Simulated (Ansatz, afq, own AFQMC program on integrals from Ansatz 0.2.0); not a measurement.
# SiH₂Br (doublet): quantum Monte Carlo beside coupled cluster at distance Br1–H2 along a hydrogen transfer = 2.230 Å, cc-pVTZ

How near does AFQMC come to the top of the ladder for SiH₂Br (doublet)?

Method: cc-pVTZ, frozen cores; program: Ansatz 0.2.0, Gaussian basis, and an in-house AFQMC program (afq) on its integrals; all values are calculated.

The runs, in order: PBE (unrestricted); CCSD(T) on UHF; r2SCAN (unrestricted); CCSDT(Q) on UHF; PBE0 (unrestricted); B3LYP (unrestricted); CCSD(T) on UHF; wB97M-V (unrestricted); B2PLYP (unrestricted); CCSD(T) on UHF; Phaseless AFQMC, CISD trial on UHF; Phaseless AFQMC, single-determinant trial on UHF; CCSD(T) on ROHF; CCSDT(Q) on ROHF; Phaseless AFQMC, CISD trial on ROHF; Phaseless AFQMC, single-determinant trial on ROHF.

## (1) What is computed

The geometry derives from fragments relaxed apart (PBE0/def2-TZVP) and kept rigid, so it is no stationary point. A hydrogen atom is moved between rigid fragments. No spin-orbit coupling is included. The filled d shell of Br may be among the frozen orbitals whatever the setting's name suggests; the logs give the count.

4 atoms, charge 0, spin multiplicity 2.

Atoms are counted from 1 here; the program's logs count them from 0.

Bond lengths: H2–Si3 1.440 Å, Si3–H4 1.532 Å. Angles: H2–Si3–H4 105.0°.

## (2) PBE (unrestricted)

in.yaml reads:

```yaml
crystal:
  periodic: [false, false, false]
  atoms:
    - {symbol: Br, position_ang: [-2.491609, 0.369878, 0.000000]}
    - {symbol: H, position_ang: [-0.261609, 0.369878, 0.000000]}
    - {symbol: Si, position_ang: [1.178391, 0.369878, 0.000000]}
    - {symbol: H, position_ang: [1.574826, -1.109635, 0.000000]}
basis:
  gaussian: {orbitals: cc-pVTZ}
magnetization: {spin_polarized: true, initial_magnetization: 1}
hamiltonian: {xc: {name: PBE}}
output: {orbitals: {seedname: orbitals}}
```

Command:

```console
ansatz run in.yaml --threads 1 --pin off --events-out ev --progress --plain --max-ram 5632MiB --backend cpu
```

The log of the run:

```text
Functional definition: PBE
  name "PBE"
  cite "Perdew, Burke & Ernzerhof, Phys. Rev. Lett. 77, 3865 (1996) doi:10.1103/PhysRevLett.77.3865"
  parent pbe
  parameter kappa = 0.804
  parameter beta = 0.06672455060314922
  exchange = pbe_x(kappa = kappa, mu = beta*pi^2/3)
  correlation = pbe_c(beta = beta)
769 factors; their error is unknown
mean field evaluation 1: about -77937.8403 eV, gradient 1.5e1 eV
mean field evaluation 2: about -77878.0299 eV, gradient 7.0e1 eV
mean field evaluation 4: about -77940.1334 eV, gradient 1.3e0 eV
mean field evaluation 8: about -77940.1204 eV, gradient 1.2e-1 eV
mean field evaluation 16: about -77940.1204 eV, gradient 3.3e-5 eV
mean field evaluation 32: about -77938.4038 eV, gradient 8.6e0 eV
mean field evaluation 64: about -77939.2425 eV, gradient 5.0e-6 eV
mean field evaluation 96: about -77931.6034 eV, gradient 2.2e1 eV
mean field evaluation 128: about -77933.3825 eV, gradient 1.5e1 eV
mean field -77940.12042410 eV, -2864.2465958745 hartree, gradient 5.3e-6 eV, S^2 0.753164; 13 other end points of the search recorded, 0 dependent functions left out
reference -77940.12045556 eV, -2864.2465970306 hartree; 26, 25 occupied and 79, 80 virtual orbitals, 769 factors
Total energy: -77940.12045556 eV, -2864.2465970306 hartree
```

Run time: 14 s. Hardware: 1 thread of AMD EPYC 7R13 (Zen 3), shared host; peak memory 1.8 GiB.

From the report: ⟨S²⟩ of the determinant 0.753 (pure doublet: 0.75).

## (3) CCSD(T) on UHF

Edit in.yaml of step 2 so:

```diff
@@ -10,3 +10,2 @@
 magnetization: {spin_polarized: true, initial_magnetization: 1}
-hamiltonian: {xc: {name: PBE}}
-output: {orbitals: {seedname: orbitals}}
+correlation: {method: ccsd_t, electrons: outside_noble_gas, hamiltonian_folder: ham}
```

Command:

```console
ansatz run in.yaml --threads 1 --pin off --events-out ev --progress --plain --max-ram 16896MiB --backend cuda --devices 0, --max-vram 18GiB
```

The log of the run, cut to the lines that bear on the results:

```text
Functional definition: HF
  name "HF"
  cite "Fock, Z. Phys. 61, 126 (1930) doi:10.1007/BF01340294"
  parent pbe
[...]
636 factors; integrals over basis functions are off by at most 1.2e-3 eV
[...]
mean field -77891.83954438 eV, -2862.4723062710 hartree, gradient 3.0e-6 eV, S^2 1.284396; 40 other end points of the search recorded, 0 dependent functions left out
determinant -77891.83954438 eV, -2862.4723062710 hartree, with singles and doubles -77899.74107061 eV, -2862.7626820039 hartree
determinant -77891.45301743 eV, -2862.4581016676 hartree, with singles and doubles -77898.94446106 eV, -2862.7334071428 hartree
determinant -77891.39027752 eV, -2862.4557960184 hartree, with singles and doubles -77899.18377419 eV, -2862.7422017381 hartree
determinant -77891.37611663 eV, -2862.4552756152 hartree, with singles and doubles -77899.15984863 eV, -2862.7413224901 hartree
[...]
determinant -77891.83954438 eV, -2862.4723062710 hartree, with singles and doubles -77899.72455367 eV, -2862.7620750176 hartree
determinant -77891.15161428 eV, -2862.4470253061 hartree, with singles and doubles -77899.18683859 eV, -2862.7423143530 hartree
determinant -77891.12689940 eV, -2862.4461170508 hartree, with singles and doubles -77899.16298099 eV, -2862.7414376024 hartree
determinant -77891.64439901 eV, -2862.4651348109 hartree, with singles and doubles -77899.84871715 eV, -2862.7666379412 hartree
19 core orbitals not correlated: weight in the atoms' cores, before any rotation towards them, 1.000 or more for the frozen orbitals, at most 0.000 for the correlated occupied ones
reference -77891.83954438 eV, -2862.4723062710 hartree; 7, 6 occupied and 79, 80 virtual orbitals, 636 factors
second order -6.46931350 eV of doubles, -0.00000000 eV of singles
cycle   1  -7.88500978 eV  change   -5.0e-7 eV  update   4.5e-6
perturbative correction -0.26931867 eV, -0.0098972785 hartree
Total energy: -77899.99387283 eV, -2862.7719723143 hartree
```

Wall time 23 s (1 × NVIDIA H100 80GB HBM3 with 1 thread of AMD EPYC 7R13 (Zen 3), shared host); peak host memory 1.8 GiB.

From the report: ⟨S²⟩ of the determinant 1.284 (pure doublet: 0.75); correlation -8.1543 eV; T1 0.088; largest double amplitude 0.12. The determinant is far from a pure spin state, so its energy mixes those of several spin states (harmless only where they are near-degenerate, as at dissociation).

This run also writes the integrals to the folder ham.

## (4) r2SCAN (unrestricted)

Edit in.yaml of step 3 so:

```diff
@@ -10,2 +10,2 @@
 magnetization: {spin_polarized: true, initial_magnetization: 1}
-correlation: {method: ccsd_t, electrons: outside_noble_gas, hamiltonian_folder: ham}
+hamiltonian: {xc: {name: r2SCAN}}
```

Command:

```console
ansatz run in.yaml --threads 1 --pin off --events-out ev --progress --plain --max-ram 5632MiB --backend cpu
```

The log of the run, cut to the lines that bear on the results:

```text
Functional definition: r2SCAN
  name "r2SCAN"
  cite "Furness, Kaplan, Ning, Perdew & Sun, J. Phys. Chem. Lett. 11, 8208 (2020) doi:10.1021/acs.jpclett.0c02405"
  cite "Furness, Kaplan, Ning, Perdew & Sun, J. Phys. Chem. Lett. 11, 9248 (2020) doi:10.1021/acs.jpclett.0c03077"
  parent r2scan
[...]
769 factors; their error is unknown
[...]
mean field -77953.46359194 eV, -2864.7369482484 hartree, gradient 1.8e-5 eV, S^2 0.869326; 16 other end points of the search recorded, 0 dependent functions left out
reference -77953.46360308 eV, -2864.7369486578 hartree; 26, 25 occupied and 79, 80 virtual orbitals, 769 factors
Total energy: -77953.46360308 eV, -2864.7369486578 hartree
```

It took 38 s on 1 thread of AMD EPYC 7R13 (Zen 3), shared host; peak memory 1.8 GiB.

From the report: ⟨S²⟩ of the determinant 0.869 (pure doublet: 0.75).

## (5) CCSDT(Q) on UHF

Edit in.yaml of step 4 so:

```diff
@@ -10,2 +10,2 @@
 magnetization: {spin_polarized: true, initial_magnetization: 1}
-hamiltonian: {xc: {name: r2SCAN}}
+correlation: {method: ccsdt_q, electrons: outside_noble_gas}
```

Command:

```console
ansatz run in.yaml --threads 1 --pin off --events-out ev --progress --plain --max-ram 16896MiB --backend cuda --devices 0, --max-vram 18GiB
```

The log of the run, cut to the lines that bear on the results:

```text
Functional definition: HF
  name "HF"
  cite "Fock, Z. Phys. 61, 126 (1930) doi:10.1007/BF01340294"
  parent pbe
[...]
1214 factors; integrals over basis functions are off by at most 2.6e-7 eV
[...]
mean field -77891.83958702 eV, -2862.4723078379 hartree, gradient 7.5e-7 eV, S^2 1.284399; 38 other end points of the search recorded, 0 dependent functions left out
determinant -77891.83958702 eV, -2862.4723078379 hartree, with singles and doubles -77899.74113456 eV, -2862.7626843541 hartree
determinant -77891.45306835 eV, -2862.4581035386 hartree, with singles and doubles -77898.94453570 eV, -2862.7334098860 hartree
determinant -77891.39031390 eV, -2862.4557973550 hartree, with singles and doubles -77899.18383092 eV, -2862.7422038231 hartree
determinant -77891.37615310 eV, -2862.4552769555 hartree, with singles and doubles -77899.15990163 eV, -2862.7413244378 hartree
[...]
determinant -77891.15164944 eV, -2862.4470265981 hartree, with singles and doubles -77899.18687241 eV, -2862.7423155958 hartree
determinant -77891.12693345 eV, -2862.4461183021 hartree, with singles and doubles -77899.16301262 eV, -2862.7414387648 hartree
determinant -77891.64443963 eV, -2862.4651363034 hartree, with singles and doubles -77899.84878482 eV, -2862.7666404281 hartree
19 core orbitals not correlated: weight in the atoms' cores, before any rotation towards them, 1.000 or more for the frozen orbitals, at most 0.000 for the correlated occupied ones
reference -77891.83958702 eV, -2862.4723078379 hartree; 7, 6 occupied and 79, 80 virtual orbitals, 1214 factors
second order -6.46934495 eV of doubles, -0.00000000 eV of singles
cycle   1  -7.31913140 eV  change   -8.5e-1 eV  update   8.9e-2
[...]
cycle  41  -8.21021720 eV  change   -2.4e-7 eV  update   6.0e-7
perturbative correction -0.01366919 eV, -0.0005023334 hartree
Total energy: -77900.06347341 eV, -2862.7745300883 hartree
```

Run time: 36 s. Hardware: 1 × NVIDIA H100 80GB HBM3 with 1 thread of AMD EPYC 7R13 (Zen 3), shared host; peak host memory 1.8 GiB.

From the report: ⟨S²⟩ of the determinant 1.284 (pure doublet: 0.75); correlation -8.2239 eV; T1 0.101; largest double amplitude 0.15. The determinant is far from a pure spin state, so its energy mixes those of several spin states (harmless only where they are near-degenerate, as at dissociation).

## (6) PBE0 (unrestricted)

Edit in.yaml of step 5 so:

```diff
@@ -10,2 +10,3 @@
 magnetization: {spin_polarized: true, initial_magnetization: 1}
-correlation: {method: ccsdt_q, electrons: outside_noble_gas}
+hamiltonian: {xc: {name: PBE0}}
+output: {orbitals: {seedname: orbitals}}
```

Command:

```console
ansatz run in.yaml --threads 1 --pin off --events-out ev --progress --plain --max-ram 5632MiB --backend cpu
```

The log of the run:

```text
Functional definition: PBE0
  name "PBE0"
  cite "Adamo & Barone, J. Chem. Phys. 110, 6158 (1999) doi:10.1063/1.478522"
  cite "Perdew, Burke & Ernzerhof, Phys. Rev. Lett. 77, 3865 (1996) doi:10.1103/PhysRevLett.77.3865"
  parent pbe
  parameter a = 0.25
  parameter kappa = 0.804
  parameter beta = 0.06672455060314922
  exchange = (1 - a)*pbe_x(kappa = kappa, mu = beta*pi^2/3) + a*exact_x
  correlation = pbe_c(beta = beta)
817 factors; their error is unknown
mean field evaluation 1: about -77940.3586 eV, gradient 1.4e1 eV
mean field evaluation 2: about -77892.8244 eV, gradient 6.0e1 eV
mean field evaluation 4: about -77942.7739 eV, gradient 3.6e0 eV
mean field evaluation 8: about -77942.9036 eV, gradient 7.0e-2 eV
mean field evaluation 16: about -77943.1612 eV, gradient 8.5e-4 eV
mean field evaluation 32: about -77942.6960 eV, gradient 3.1e0 eV
mean field -77943.16122924 eV, -2864.3583434022 hartree, gradient 6.9e-6 eV, S^2 0.757650; 5 other end points of the search recorded, 0 dependent functions left out
reference -77943.16125317 eV, -2864.3583442819 hartree; 26, 25 occupied and 79, 80 virtual orbitals, 817 factors
Total energy: -77943.16125317 eV, -2864.3583442819 hartree
```

Wall time 9.5 s (1 thread of AMD EPYC 7R13 (Zen 3), shared host); peak memory 1.8 GiB.

From the report: ⟨S²⟩ of the determinant 0.758 (pure doublet: 0.75).

## (7) B3LYP (unrestricted)

Edit in.yaml of step 6 so:

```diff
@@ -10,3 +10,2 @@
 magnetization: {spin_polarized: true, initial_magnetization: 1}
-hamiltonian: {xc: {name: PBE0}}
-output: {orbitals: {seedname: orbitals}}
+hamiltonian: {xc: {name: B3LYP}}
```

The command is unchanged.

The log of the run, cut to the lines that bear on the results:

```text
Functional definition: B3LYP
  name "B3LYP"
  cite "Stephens, Devlin, Chabalowski & Frisch, J. Phys. Chem. 98, 11623 (1994) doi:10.1021/j100096a001"
  cite "Becke, Phys. Rev. A 38, 3098 (1988) doi:10.1103/PhysRevA.38.3098"
  cite "Lee, Yang & Parr, Phys. Rev. B 37, 785 (1988) doi:10.1103/PhysRevB.37.785"
  cite "Vosko, Wilk & Nusair, Can. J. Phys. 58, 1200 (1980) doi:10.1139/p80-159"
[...]
808 factors; their error is unknown
[...]
mean field -77956.34559939 eV, -2864.8428600688 hartree, gradient 1.8e-5 eV, S^2 0.755247; 4 other end points of the search recorded, 0 dependent functions left out
reference -77956.34581519 eV, -2864.8428679993 hartree; 26, 25 occupied and 79, 80 virtual orbitals, 808 factors
Total energy: -77956.34581519 eV, -2864.8428679993 hartree
```

Wall time 8.5 s (1 thread of AMD EPYC 7R13 (Zen 3), shared host); peak memory 1.8 GiB.

From the report: ⟨S²⟩ of the determinant 0.755 (pure doublet: 0.75).

## (8) CCSD(T) on UHF

Edit in.yaml of step 7 so:

```diff
@@ -8,4 +8,4 @@
 basis:
-  gaussian: {orbitals: cc-pVTZ}
+  gaussian: {orbitals: def2-TZVPP}
 magnetization: {spin_polarized: true, initial_magnetization: 1}
-hamiltonian: {xc: {name: B3LYP}}
+correlation: {method: ccsd_t, electrons: outside_noble_gas}
```

Command:

```console
ansatz run in.yaml --threads 1 --pin off --events-out ev --progress --plain --max-ram 16896MiB --backend cuda --devices 0, --max-vram 18GiB
```

The log of the run, cut to the lines that bear on the results:

```text
Functional definition: HF
  name "HF"
  cite "Fock, Z. Phys. 61, 126 (1930) doi:10.1007/BF01340294"
  parent pbe
[...]
721 factors; integrals over basis functions are off by at most 1.1e-3 eV
[...]
mean field -77890.45878012 eV, -2862.4215641204 hartree, gradient 2.4e-6 eV, S^2 1.286440; 38 other end points of the search recorded, 0 dependent functions left out
determinant -77890.45878012 eV, -2862.4215641204 hartree, with singles and doubles -77898.39354548 eV, -2862.7131613689 hartree
determinant -77890.07233822 eV, -2862.4073626424 hartree, with singles and doubles -77897.59484540 eV, -2862.6838096823 hartree
determinant -77890.00925030 eV, -2862.4050442041 hartree, with singles and doubles -77897.83221487 eV, -2862.6925328494 hartree
determinant -77889.99508251 eV, -2862.4045235474 hartree, with singles and doubles -77897.80841143 eV, -2862.6916580890 hartree
[...]
determinant -77890.45878012 eV, -2862.4215641204 hartree, with singles and doubles -77898.37222222 eV, -2862.7123777534 hartree
determinant -77889.76901928 eV, -2862.3962158768 hartree, with singles and doubles -77897.83302842 eV, -2862.6925627468 hartree
determinant -77889.74419521 eV, -2862.3953036092 hartree, with singles and doubles -77897.80908475 eV, -2862.6916828331 hartree
determinant -77890.26156290 eV, -2862.4143165211 hartree, with singles and doubles -77898.50437313 eV, -2862.7172342099 hartree
19 core orbitals not correlated: weight in the atoms' cores, before any rotation towards them, 1.000 or more for the frozen orbitals, at most 0.000 for the correlated occupied ones
reference -77890.45878012 eV, -2862.4215641204 hartree; 7, 6 occupied and 92, 93 virtual orbitals, 721 factors
second order -6.49631902 eV of doubles, -0.00000000 eV of singles
cycle   1  -7.91344279 eV  change   -7.0e-7 eV  update   4.7e-6
perturbative correction -0.27467261 eV, -0.0100940324 hartree
Total energy: -77898.64689553 eV, -2862.7224718115 hartree
```

Wall time 17 s (1 × NVIDIA H100 80GB HBM3 with 1 thread of AMD EPYC 7R13 (Zen 3), shared host); peak host memory 1.8 GiB.

From the report: ⟨S²⟩ of the determinant 1.286 (pure doublet: 0.75); correlation -8.1881 eV; T1 0.088; largest double amplitude 0.11. The determinant is far from a pure spin state, so its energy mixes those of several spin states (harmless only where they are near-degenerate, as at dissociation).

## (9) wB97M-V (unrestricted)

Edit in.yaml of step 8 so:

```diff
@@ -8,4 +8,5 @@
 basis:
-  gaussian: {orbitals: def2-TZVPP}
+  gaussian: {orbitals: cc-pVTZ}
 magnetization: {spin_polarized: true, initial_magnetization: 1}
-correlation: {method: ccsd_t, electrons: outside_noble_gas}
+hamiltonian: {xc: {name: wB97M-V}}
+output: {orbitals: {seedname: orbitals}}
```

Command:

```console
ansatz run in.yaml --threads 1 --pin off --events-out ev --progress --plain --max-ram 5632MiB --backend cpu
```

The log of the run, cut to the lines that bear on the results:

```text
Functional definition: wB97M-V
  name "wB97M-V"
  cite "Mardirossian & Head-Gordon, J. Chem. Phys. 144, 214110 (2016) doi:10.1063/1.4952647"
  cite "Becke, J. Chem. Phys. 107, 8554 (1997) doi:10.1063/1.475007"
  cite "Vydrov & Van Voorhis, J. Chem. Phys. 133, 244103 (2010) doi:10.1063/1.3521275"
  # Of w^i u^j: cxij and so on, Table III.
[...]
  gx(w, u) = 1 - cx + cx01*u + cx10*w
  gss(w, u) = css00 + css04*u^4 + css10*w + css20*w^2 + css43*w^4*u^3
  gos(w, u) = cos00 + cos10*w + (cos20 + cos21*u)*w^2 + (cos60 + cos61*u)*w^6
[...]
      + integral(e_c_pw_mod_opposite_spin*gos(b97_w_opposite, b97_u_opposite)) + vv10(b, c)
800 factors; their error is unknown
145 factors; integrals over basis functions are off by at most 4.3e-5 eV
[...]
mean field -77949.98710887 eV, -2864.6091898522 hartree, gradient 2.5e-5 eV, S^2 0.756029; 5 other end points of the search recorded, 0 dependent functions left out
reference -77949.98714614 eV, -2864.6091912216 hartree; 26, 25 occupied and 79, 80 virtual orbitals, 800 factors
Total energy: -77949.98714614 eV, -2864.6091912216 hartree
```

Run time: 30 s. Hardware: 1 thread of AMD EPYC 7R13 (Zen 3), shared host; peak memory 1.8 GiB.

From the report: ⟨S²⟩ of the determinant 0.756 (pure doublet: 0.75).

## (10) B2PLYP (unrestricted)

Edit in.yaml of step 9 so:

```diff
@@ -10,3 +10,3 @@
 magnetization: {spin_polarized: true, initial_magnetization: 1}
-hamiltonian: {xc: {name: wB97M-V}}
-output: {orbitals: {seedname: orbitals}}
+hamiltonian: {xc: {name: B2PLYP}}
+correlation: {electrons: outside_noble_gas}
```

Launched as before.

The log of the run, cut to the lines that bear on the results:

```text
Functional definition: B2PLYP
  name "B2PLYP"
  cite "Grimme, J. Chem. Phys. 124, 034108 (2006) doi:10.1063/1.2148954"
  cite "Becke, Phys. Rev. A 38, 3098 (1988) doi:10.1103/PhysRevA.38.3098"
  cite "Lee, Yang & Parr, Phys. Rev. B 37, 785 (1988) doi:10.1103/PhysRevB.37.785"
[...]
636 factors; integrals over basis functions are off by at most 1.2e-3 eV
[...]
mean field -77937.66307285 eV, -2864.1562898819 hartree, gradient 6.1e-6 eV, S^2 0.873484; 11 other end points of the search recorded, 0 dependent functions left out
19 core orbitals not correlated: weight in the atoms' cores, before any rotation towards them, 1.000 or more for the frozen orbitals, at most 0.000 for the correlated occupied ones
reference -77937.66321206 eV, -2864.1562949978 hartree; 7, 6 occupied and 79, 80 virtual orbitals, 636 factors
second order -8.48866190 eV of doubles, -0.00000000 eV of singles
Total energy: -77939.95515078 eV, -2864.2405221920 hartree
```

Run time: 25 s. Hardware: 1 thread of AMD EPYC 7R13 (Zen 3), shared host; peak memory 1.8 GiB.

From the report: ⟨S²⟩ of the determinant 0.873 (pure doublet: 0.75).

## (11) CCSD(T) on UHF

Edit in.yaml of step 10 so:

```diff
@@ -8,5 +8,4 @@
 basis:
-  gaussian: {orbitals: cc-pVTZ}
+  gaussian: {orbitals: "def2-QZVPP.json"}
 magnetization: {spin_polarized: true, initial_magnetization: 1}
-hamiltonian: {xc: {name: B2PLYP}}
-correlation: {electrons: outside_noble_gas}
+correlation: {method: ccsd_t, electrons: outside_noble_gas}
```

Command:

```console
ansatz run in.yaml --threads 1 --pin off --events-out ev --progress --plain --max-ram 16896MiB --backend cuda --devices 0, --max-vram 18GiB
```

The log of the run, cut to the lines that bear on the results:

```text
Functional definition: HF
  name "HF"
  cite "Fock, Z. Phys. 61, 126 (1930) doi:10.1007/BF01340294"
  parent pbe
[...]
1344 factors; integrals over basis functions are off by at most 1.1e-3 eV
[...]
mean field -77892.04662165 eV, -2862.4799162202 hartree, gradient 1.8e-6 eV, S^2 1.289628; 35 other end points of the search recorded, 0 dependent functions left out
determinant -77892.04662165 eV, -2862.4799162202 hartree, with singles and doubles -77900.63422311 eV, -2862.7955047529 hartree
determinant -77891.65726455 eV, -2862.4656076105 hartree, with singles and doubles -77899.81635245 eV, -2862.7654485606 hartree
determinant -77891.59904149 eV, -2862.4634679527 hartree, with singles and doubles -77900.07246563 eV, -2862.7748605463 hartree
determinant -77891.58540027 eV, -2862.4629666470 hartree, with singles and doubles -77900.04796893 eV, -2862.7739603090 hartree
[...]
determinant -77892.04662165 eV, -2862.4799162202 hartree, with singles and doubles -77900.52740973 eV, -2862.7915794337 hartree
determinant -77891.35767252 eV, -2862.4545978067 hartree, with singles and doubles -77899.98296384 eV, -2862.7715714161 hartree
determinant -77891.33371898 eV, -2862.4537175303 hartree, with singles and doubles -77899.95963363 eV, -2862.7707140469 hartree
determinant -77891.84732828 eV, -2862.4725923239 hartree, with singles and doubles -77900.75698375 eV, -2862.8000161231 hartree
19 core orbitals not correlated: weight in the atoms' cores, before any rotation towards them, 1.000 or more for the frozen orbitals, at most 0.000 for the correlated occupied ones
reference -77892.04662165 eV, -2862.4799162202 hartree; 7, 6 occupied and 193, 194 virtual orbitals, 1344 factors
second order -7.12494270 eV of doubles, -0.00000000 eV of singles
cycle   1  -8.48078946 eV  change   -1.4e-6 eV  update   3.7e-6
perturbative correction -0.32769634 eV, -0.0120426183 hartree
Total energy: -77900.85510745 eV, -2862.8036221026 hartree
```

Wall time 53 s (1 × NVIDIA H100 80GB HBM3 with 1 thread of AMD EPYC 7R13 (Zen 3), shared host); peak host memory 1.8 GiB.

From the report: ⟨S²⟩ of the determinant 1.290 (pure doublet: 0.75); correlation -8.8085 eV; T1 0.088; largest double amplitude 0.10. The determinant is far from a pure spin state, so its energy mixes those of several spin states (harmless only where they are near-degenerate, as at dissociation).

(Part 1 of 2 ends here.)
